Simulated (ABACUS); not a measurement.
**TmGa3Hg3As2N4 in ABACUS: the effect of functional**

Crystal: TmGa3Hg3As2N4.

```
CELL_PARAMETERS angstrom
3.36294 0.00346 0.02977
-0.03551 8.24073 0.05764
-0.39593 -2.75500 9.58632
ATOMIC_POSITIONS crystal
Tm 0.29569 0.82459 0.68871
Ga 0.28265 0.21088 0.55780
Ga 0.77338 0.85541 0.45033
Ga 0.77789 0.45782 0.49454
Hg 0.61098 0.75306 0.19135
Hg 0.27787 0.25455 0.19021
Hg 0.80920 0.40538 0.86598
As 0.29669 0.15454 0.92940
As 0.32387 0.68842 0.93740
N 0.79019 0.31802 0.62838
N 0.78462 0.69664 0.57457
N 0.27821 0.97297 0.52953
N 0.26913 0.35128 0.40607
```

The cell was built by a generator and needn't be a form met in nature.

Alike in all runs:

```yaml
Program: ABACUS 3.10.1
Task: single point
Potentials_or_basis: PseudoDojo NC SR 0.4.1 PBE standard, lanthanides 3+ (f in core)
Cutoff: 1361 eV
Density_cutoff: 5442 eV
Basis: DZP LCAO (the cutoffs set its grid)
k_mesh: 6 × 3 × 2
Occupations: fermi-dirac, width 0.05 eV
Spin: no spin polarisation
```

```tsv
functional	largest force (eV/Å)
LDA	0.34
PBE	?
PBEsol	0.26
revPBE	0.26
WC	0.25
```

Question: What does the run with functional PBE give?

Answer: Largest force 0.24 eV/Å.

Caveats: the atomic orbitals were generated for these runs and aren't a published set; the run has no spin polarisation, though such a crystal can be magnetic; the potentials were made for another functional, which shifts forces and pressure (some runs).
